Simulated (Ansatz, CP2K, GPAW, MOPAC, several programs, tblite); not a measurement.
What each method gives for TlZnCl₃ (cubic perovskite)

TlZnCl₃ built on the cubic perovskite prototype, relaxed with r2SCAN in Ansatz, was computed with several methods. The symmetry is Pm-3m (No. 221, cubic); conventional cell a = 4.907 Å, 23.63 Å³ an atom. Tl has 12 Cl at 3.47 Å; Zn has 6 Cl at 2.45 Å; Cl has 2 Zn at 2.45 Å and 4 Tl at 3.47 Å. Note: simulated data, non-magnetic, for a generated structure that need not be the stable one.

```
CELL_PARAMETERS angstrom
4.90701 0.00000 0.00000
0.00000 4.90701 0.00000
0.00000 0.00000 4.90701
ATOMIC_POSITIONS crystal
Tl 0.00000 0.00000 0.00000
Zn 0.50000 0.50000 0.50000
Cl 0.50000 0.50000 0.00000
Cl 0.50000 0.00000 0.50000
Cl 0.00000 0.50000 0.50000
```

Gaps and times are for a single point on this cell; volume and bulk modulus come from each method's own relaxation or energy curve at fixed shape. Times are rough, from shared hosts (Arm Neoverse V2), and each method has its own mesh and cell size. A star marks a curve whose lowest point is an end point. PM6 (MOPAC), PM7 (MOPAC), GFN1-xTB (tblite), GFN2-xTB (tblite) treat a cluster of cells at its zone centre, which samples few k points: where these miss a band edge, the gap comes out too large for that reason alone. Gaps from k meshes are read at a limited set of points (mesh, symmetry points, PBE's band edges), so each method's own least gap may be somewhat smaller. xTB and the PM methods were fitted mostly to molecules, and can miss a solid's gap by electronvolts. Minimal bases can be far off for gaps. GLLB-SC's gap includes the derivative discontinuity. d marks a direct gap, i an indirect one (no mark: not told apart), a dash a value that wasn't computed or didn't pass its checks.

| method | kind | gap (eV) | own volume (Å³/atom) | bulk modulus (GPa) | atoms computed | processor time |
| --- | --- | --- | --- | --- | --- | --- |
| light PBE (260 eV, its own mesh) | light plane-wave | 1.62 i | – | – | 5 | 1.1 s |
| GFN1-xTB (tblite) | tight binding | 1.38 | – | – | 40 | 1.6 s |
| GFN2-xTB (tblite) | tight binding | 1.18 | – | – | 40 | 2.4 s |
| PM6 (MOPAC) | semi-empirical | 3.29 | – | – | 40 | 3.7 s |
| PM7 (MOPAC) | semi-empirical | 8.29 | – | – | 40 | 4 s |
| PBE | semilocal | 1.63 i | 24.64 | 37 | 5 | 4.8 s |
| PBE/SZV (CP2K) | small basis | 1.92 i | 26.10* | – | 5 | 7.3 s |
| r2SCAN | semilocal | 2.29 i | 23.63 | 44 | 5 | 11 s |
| PBE/DZVP (CP2K) | small basis | 1.58 i | 24.69 | 38 | 5 | 21 s |
| GLLB-SC (GPAW) | model potential | 3.00 | – | – | 5 | 25 s |

Against r2SCAN (2.29 eV) the nearest gap at the points sampled is that of PBE/SZV (CP2K) (-0.37 eV) and the farthest that of PM7 (MOPAC) (+6.00 eV). r2SCAN is only a yardstick of convenience: semilocal gaps usually lie below measured ones, which GLLB-SC and hybrids aim to mend.

Volumes against r2SCAN's: PBE +4.3 %, PBE/DZVP (CP2K) +4.5 %.

Spin-orbit coupling is left out; in compounds of Pb, Bi, Tl or Hg it can lower a gap by up to about 1 eV, split its edges or invert the bands.
